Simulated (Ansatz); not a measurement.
# BTeH3 (SMILES B[TeH]): one structure at several levels

One table from this session's results is given with a row withheld; the runs are named, their logs left out.

Method: single points in def2-TZVPP; program: Ansatz 0.2.0, Gaussian basis.

Correlated methods freeze the cores. Filled d shells of the heavier atoms are correlated. Core potentials replace the inner electrons past krypton, and spin-orbit coupling is left out.

## Where the work starts

5 atoms, charge 0, spin multiplicity 1.

Atoms are counted from 1 here; the program's logs count them from 0.

Bond lengths: B1–Te2 2.084 Å, B1–H3 1.163 Å, B1–H4 1.194 Å, Te2–H5 1.656 Å. Angles: Te2–B1–H3 122.7°, Te2–B1–H4 118.1°, H3–B1–H4 119.2°, B1–Te2–H5 94.9°.

Coordinates:

```
atom    x (Å)    y (Å)    z (Å)
  B1  -0.2714  -0.5149   0.3829
 Te2   1.3148   0.6078  -0.3711
  H3  -1.3825  -0.2732   0.1397
  H4  -0.0204  -1.4217   1.1178
  H5   0.3558   1.6364  -1.2453
```

Set-up of the first run:

run/in.yaml reads:

```yaml
crystal:
  periodic: [false, false, false]
  atoms:
    - {symbol: B, position_ang: [-0.271400, -0.514900, 0.382900]}
    - {symbol: Te, position_ang: [1.314800, 0.607800, -0.371100]}
    - {symbol: H, position_ang: [-1.382500, -0.273200, 0.139700]}
    - {symbol: H, position_ang: [-0.020400, -1.421700, 1.117800]}
    - {symbol: H, position_ang: [0.355800, 1.636400, -1.245300]}
basis:
  gaussian: {orbitals: def2-TZVPP}
correlation: {method: ccsd_t}
output: {forces: true}
```

No record of the launch command was kept for these runs.

Steps of the session up to this table: CCSD(T)/def2-TZVPP; PBE0-D4/def2-TZVPP; wB97M-V/def2-TZVPP; r2SCAN-D4/def2-TZVPP; PBE-D4/def2-TZVPP; BLYP-D4/def2-TZVPP; LC-wPBE/def2-TZVPP.

One table of the session follows, with a row left open; its other results are not shown here.

| method | RMS force component (eV/Å) | angle to CCSD(T) forces (°) | dipole (D) |
| --- | --- | --- | --- |
| CCSD(T) | 0.270 | reference | 0.59 |
| PBE0-D4 | 0.269 | 13.6 | 0.56 |
| wB97M-V | 0.254 | 10.9 | 0.45 |
| r2SCAN-D4 | ? | ? | ? |
| PBE-D4 | 0.313 | 32.6 | 0.76 |
| BLYP-D4 | 0.339 | 37.4 | 0.73 |
| LC-wPBE | 0.278 | 24.9 | 0.39 |

**Question.** Estimate the row for r2SCAN-D4.

The run gave: RMS force component (eV/Å): 0.268; angle to CCSD(T) forces (°): 14.5; dipole (D): 0.60. In the column «RMS force component (eV/Å)» it lies between wB97M-V (0.254) and PBE0-D4 (0.269).
